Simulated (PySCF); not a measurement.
**[ErBr2]+: other functionals and bases at one geometry**

Aim: see how levels, charges and forces of [ErBr2]+ depend on the level of theory. It is a constructed species; whether it can be made isn't addressed.

Computed with PySCF 2.14.0. Level: several levels, as the steps say, no spin–orbit coupling.

1 further run of the same task is left out (for a known fault of the program).

## (1) Where the work starts

3 atoms, charge 1, spin multiplicity 1.

Bond lengths: Er1–Br2 2.499 Å, Er1–Br3 2.499 Å. Angles: Br2–Er1–Br3 112.4°.

As a file:

```xyz
3
Br2Er
Er    0.0000    0.0000   -0.7261
Br    2.0771    0.0000    0.6635
Br   -2.0771    0.0000    0.6635
```

Formal oxidation states: Er +3. Each metal's 11 4f electrons lie in its core potential, so multiplicities, spins and levels count the valence alone. An earlier session relaxed this geometry at PBE0, Er lcecp-1-SVP with ECP57, Br def2-SVP (singlet, point group C2v).

At PBE0 on the finer grid: E = -5185.218561 Eh, HOMO -13.06 eV, LUMO -8.09 eV, Mulliken charge on Er1 +1.25 e, largest force component 0.024 eV/Å. 

Levels to run: PBE; M06-L; PBE0, TZVP. Hardware: 2 threads of Arm Neoverse V1, shared host.

## (2) PBE

The input, run.py (the lines that set the calculation):

```python
mol = gto.M(atom='''
Er     0.00000     0.00000    -0.72612
Br     2.07708     0.00000     0.66347
Br    -2.07708     0.00000     0.66347''',
    basis={'Er': 'lcecp-1-SVP', 'Br': 'def2-SVP'},
    ecp={'Er': 'lcecp-1-SVP'},
    charge=1, spin=0)
mf = dft.RKS(mol, xc='PBE')
mf.grids.atom_grid = (75, 302)  # f atoms: unpruned, at least (60, 302)
mf = mf.density_fit()  # fitting sets: Er AutoAux, Br def2-universal-JKFIT
mf.conv_tol = 1e-08; mf.max_cycle = 55
mf.kernel(dm0)  # dm0: the density of the relaxed state
```

Command:

```sh
$ OMP_NUM_THREADS=2 python run.py
```

## (3) M06-L

run.py (the lines that set the calculation), as its differences from that of step 2:

```diff
@@ -7,3 +7,3 @@
     charge=1, spin=0)
-mf = dft.RKS(mol, xc='PBE')
+mf = dft.RKS(mol, xc='M06L')
 mf.grids.atom_grid = (75, 302)  # f atoms: unpruned, at least (60, 302)
```

## (4) PBE0, TZVP

Basis: Er lcecp-1-TZVP with ECP57, Br def2-TZVP. 

The input, run.py (the lines that set the calculation):

```python
mol = gto.M(atom='''
Er     0.00000     0.00000    -0.72612
Br     2.07708     0.00000     0.66347
Br    -2.07708     0.00000     0.66347''',
    basis={'Er': 'lcecp-1-TZVP', 'Br': 'def2-TZVP'},
    ecp={'Er': 'lcecp-1-TZVP'},
    charge=1, spin=0)
mf = dft.RKS(mol, xc='PBE0')
mf.grids.atom_grid = (75, 302)  # f atoms: unpruned, at least (60, 302)
mf = mf.density_fit()  # fitting sets: Er AutoAux, Br def2-universal-JKFIT
mf.conv_tol = 1e-08; mf.max_cycle = 55
mf.kernel(dm0)  # dm0: free metal ions and neutral atoms
```

**Question.** What will these runs give? Wanted: for each run, HOMO; gap; charge on Er1; dipole; largest force.

As calculated:

| level | state | HOMO (eV) | gap (eV) | charge on Er1 (e) | dipole (D) | largest force (eV/Å) | basis functions | time |
| --- | --- | --- | --- | --- | --- | --- | --- | --- |
| PBE0 (relaxed here) | singlet | -13.06 | 4.97 | 1.25 | 6.90 | 0.02 | 97 | 10 s |
| PBE | singlet | -11.87 | 3.08 | 1.11 | 6.30 | 0.23 | 97 | 4.5 s |
| M06-L | singlet | -12.00 | 4.11 | 1.37 | 6.99 | 0.20 | 97 | 5.2 s |
| PBE0, TZVP | singlet | -13.00 | 5.01 | 1.53 | 6.78 | 0.08 | 143 | 9.2 s |

Times are on 2 threads of Arm Neoverse V1, shared host; the first row also made further properties. The dipole of a charged species depends on the origin, so these sizes hold for this origin alone.

In one basis the HOMO–LUMO gap runs from 3.08 eV (PBE) to 4.97 eV (PBE0). The largest leftover force, 0.23 eV/Å with PBE, stands at a geometry relaxed at another level. The Mulliken charge on Er spans +1.11 to +1.53 e over the levels. With 4f in the core, its levels are missing from HOMO and gap. Total energies of different levels can't be compared. Spin–orbit coupling is left out throughout.
